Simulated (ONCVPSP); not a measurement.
# An ONCV potential for chlorine, from input to tests

Aim: build the potential from the settings below, then test how well it stands in for the atom: other configurations, scattering, ghost states and the plane-wave cutoff that it needs.

Method: ONCVPSP 4.0.1.1 (patched build), PBEsol, scalar-relativistic.

## 1. The atom and the settings

Typed settings, in words:

| Item | Value |
| --- | --- |
| element | chlorine (Cl, Z = 17) |
| type | optimised norm-conserving Vanderbilt (ONCV) |
| frozen core | [Ne] |
| valence charge | 7 |
| reference configuration | 3s2 3p2 (charge +3) |
| partial waves | 3s: rc 1.10 bohr, ncon 5, nbas 8, qcut 5.2 1/bohr, 2 projectors, debl 2.8 Ha; 3p: rc 1.20 bohr, ncon 5, nbas 10, qcut 6.2 1/bohr, 2 projectors, debl 0.5 Ha |
| local potential | polynomial inside 0.90 bohr (lpopt 5, dvloc0 4 Ha) |
| core correction | Teter function, fcfact 3, rcfact 1.55 |

The outer shells as boxes (Hund's rule for the drawing; the calculation is spin-unpolarised):

```
[Ne] core
3s [↑↓]
3p [↑ ][↑ ][  ]
```

The nodes and maxima of the atom's own shells, from an earlier all-electron run, set the scale for the radii.

All-electron outer shells of the reference configuration (PBEsol, scalar-relativistic, ld1.x):

```
shell  level (eV)  outermost node (bohr)  outermost maximum (bohr)
   2s     -297.06                   0.12                      0.36
   2p     -236.46                      –                      0.30
   3s      -58.78                   0.55                      1.23
   3p      -45.06                   0.52                      1.31
```

## 2. Generation

The input, Cl.dat:

```
# ATOM AND REFERENCE CONFIGURATION
# atsym  z   nc   nv     iexc    psfile
  Cl 17.00    3    2  -116133      upf
#
#   n    l    f
    1    0    2.00
    2    0    2.00
    2    1    6.00
    3    0    2.00
    3    1    2.00
#
# PSEUDOPOTENTIAL AND OPTIMIZATION
# lmax
    1
#
#   l,   rc,      ep,       ncon, nbas, qcut
    0    1.10    0.00    5    8    5.20
    1    1.20    0.00    5   10    6.20
#
# LOCAL POTENTIAL
# lloc, lpopt,  rc(5),   dvloc0
    4    5    0.90    4.00
#
# VANDERBILT-KLEINMAN-BYLANDER PROJECTORs
# l, nproj, debl
    0    2    2.80
    1    2    0.50
#
# MODEL CORE CHARGE
# icmod, fcfact, rcfact
    3    3.00    1.55
#
# LOG DERIVATIVE ANALYSIS
# epsh1, epsh2, depsh
   -4.00    5.00    0.02
#
# OUTPUT GRID
# rlmax, drl
    6.00    0.01
#
# TEST CONFIGURATIONS
# ncnf
    4
# nvcnf
#   n    l    f
    2
    3    0    2.00
    3    1    5.00
#
    2
    3    0    2.00
    3    1    4.00
#
    2
    3    0    2.00
    3    1    3.00
#
    2
    3    0    2.00
    3    1    1.00
#
```

On the command line:

```sh
oncvpsp.x < Cl.dat > Cl.out
```

**Question.** What will these runs give? Wanted: cutoffs for 1 and 0.1 mHa per electron, occupied waves; bound ghosts; GHOST(+) flags; largest test error; largest phase difference near zero energy, channels read; rms error of d²Exc/dn², without and with the model core; projector energies reset by the program.

The runs gave:

| quantity | value |
| --- | --- |
| cutoffs for 1 and 0.1 mHa per electron, occupied waves | 120 Ha and 144 Ha |
| bound ghosts | s at -270.23 eV |
| GHOST(+) flags | none at low energy |
| largest test error (AE − PS) | +40 meV, for 3s2 3p5 |
| largest phase difference near zero energy, channels read | 0.000 rad |
| rms error of d²Exc/dn², without and with the model core | 3.65 and 2.65 mHa |
| projector energies reset by the program | p: -1.656, 0.250 Ha |

In words: It has a bound ghost (s), a state that the atom doesn't have, and that rules the file out. The worst unpolarised test, 3s2 3p5, is off by 40 meV on 77.5 eV; by total energies transferability rates as fair. That test lies far up in energy; among those under 40 eV, nearer to bonding, the largest error is 9.3 meV. It counts as very hard, with 120 Ha needed at the looser tolerance. At the looser tolerance the 3s wave is the slowest; 3p needs 14 Ha. Near zero energy the phases of the channels with partial waves agree within 0.001 rad.
